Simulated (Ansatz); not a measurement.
# CuMo3: the cost of one run

Method: DFT PBE, scalar-relativistic, plane waves, PAW, in Ansatz 0.2.0.

**1. The structure to begin with**

The structure is cubic, space group Pm-3m (No. 221). The conventional cell has a = 4.076 Å, b = 4.076 Å, c = 4.076 Å, α = 90.00°, β = 90.00°, γ = 90.00°. Cu (site symmetry m-3m) has 12 Mo at 2.88 Å as nearest neighbours. Mo (site symmetry 4/mmm) is surrounded by 4 Cu at 2.88 Å and 8 Mo at 2.88 Å.

Coordinates:

```cif
data_structure
_symmetry_space_group_name_H-M 'Pm-3m'
_symmetry_Int_Tables_number 221
_cell_length_a 4.0761
_cell_length_b 4.0761
_cell_length_c 4.0761
_cell_angle_alpha 90.000
_cell_angle_beta 90.000
_cell_angle_gamma 90.000
_cell_volume 67.72
loop_
_atom_site_label
_atom_site_type_symbol
_atom_site_symmetry_multiplicity
_atom_site_Wyckoff_symbol
_atom_site_fract_x
_atom_site_fract_y
_atom_site_fract_z
_atom_site_occupancy
Cu1 Cu 1 a 0.00000 0.00000 0.00000 1
Mo1 Mo 3 c 0.00000 0.50000 0.50000 1
```

A structure generator made this guess: species swapped into a database cell of RuRh3 (Pm-3m, No. 221), with Cu on the Ru sites and Mo on the Rh sites. Its size is a rough estimate.

**2. The guess as it stands, on a coarse mesh**

File input.yaml:

```yaml
crystal:
  lattice:
    - [4.07605967, 0.0, 0.0]
    - [0.0, 4.07605967, 0.0]
    - [0.0, 0.0, 4.07605967]
  atoms:
    - { symbol: Cu, position: [0.0, 0.0, 0.0] }
    - { symbol: Mo, position: [0.0, 0.5, 0.5] }
    - { symbol: Mo, position: [0.5, 0.0, 0.5] }
    - { symbol: Mo, position: [0.5, 0.5, 0.0] }
basis:
  ecutwfc: 420
kpoints:
  mp_grid: { grid: [4, 4, 4] }
hamiltonian:
  xc: pbe
scf:
  occupations: { method: gaussian, width: 0.1 }
  lower_state_search: "off"
output:
  forces: true
  stress: true
  eigenvalues: true
```

On the command line:

```
$ ansatz run input.yaml --threads 1 --pin off --max-ram 2560MiB --backend cpu --events-out ev --progress --plain --runs-dir out
```

Q: Estimate wall time and peak memory on 1 thread of Arm Neoverse V1, shared host.

About 1.8 s, with a peak of 0.32 GiB.
